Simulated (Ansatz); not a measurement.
**CH4AsB: how energies converge with the basis set**

An exercise on one series of results from a longer session: the logs are not shown, and one member is left open.

Computed with Ansatz 0.2.0, Gaussian basis. Level: one geometry, several basis sets.

Levels to be run: PBE0-D4/def2-SVP; ωB97M-V/def2-SVP; PBE0-D4/def2-QZVPP; ωB97M-V/def2-QZVPP; the functionals' def2-TZVPP values are taken from earlier runs.

## Structure used throughout

All runs share one geometry, relaxed beforehand with PBE0-D4 in a triple-zeta def2 set.

SMILES `B1C[AsH]1`, 7 atoms, charge 0, spin multiplicity 1.

Atoms are counted from 1 here; the program's logs count them from 0.

Bond lengths: B1–C2 1.503 Å, B1–As3 1.997 Å, B1–H4 1.185 Å, C2–As3 2.054 Å, C2–H5 1.087 Å, C2–H6 1.088 Å, As3–H7 1.532 Å. Angles: C2–B1–As3 70.3°, C2–B1–H4 143.2°, As3–B1–H4 142.8°, B1–C2–As3 66.2°, B1–C2–H5 122.8°, B1–C2–H6 119.5°, As3–C2–H5 124.4°, As3–C2–H6 102.1°, H5–C2–H6 112.4°, B1–As3–C2 43.5°, B1–As3–H7 84.2°, C2–As3–H7 97.1°.

Set-up of the first run:

The input, in.yaml:

```yaml
crystal:
  periodic: [false, false, false]
  atoms:
    - {symbol: B, position_ang: [-0.702424, -0.014547, -0.576446]}
    - {symbol: C, position_ang: [0.010841, 0.533951, 0.627475]}
    - {symbol: As, position_ang: [1.271581, -0.163491, -0.837018]}
    - {symbol: H, position_ang: [-1.739007, -0.452883, -0.947098]}
    - {symbol: H, position_ang: [-0.082096, 0.096021, 1.618138]}
    - {symbol: H, position_ang: [0.267229, 1.590466, 0.663902]}
    - {symbol: H, position_ang: [1.035077, -1.657516, -0.594652]}
basis:
  gaussian: {orbitals: def2-SVP}
hamiltonian: {xc: pbe0, dispersion: d4}
output: {orbitals: {seedname: orbitals}}
```

Run with:

```sh
ansatz run in.yaml --threads 2 --pin off --events-out ev --progress --plain --max-ram 4352MiB
```

Steps of the session up to this table: PBE0-D4 in def2-SVP; ωB97M-V in def2-SVP; PBE0-D4 in def2-QZVPP; ωB97M-V in def2-QZVPP.

One table of the session follows, with a row left open; its other results are not shown here.

It belongs to the step «Functionals by basis». 

| functional | basis | HOMO (eV) | LUMO (eV) |
| --- | --- | --- | --- |
| PBE0-D4 | def2-SVP | ? | ? |
| PBE0-D4 | def2-TZVPP | -6.96 | -1.63 |
| PBE0-D4 | def2-QZVPP | -6.98 | -1.67 |
| ωB97M-V | def2-SVP | -8.99 | 0.48 |
| ωB97M-V | def2-TZVPP | -9.03 | 0.34 |
| ωB97M-V | def2-QZVPP | -9.04 | 0.26 |

Q: Estimate the row for PBE0-D4, def2-SVP from the others.

**Answer.** HOMO (eV): -6.94; LUMO (eV): -1.58. In the column «HOMO (eV)» it is the highest.
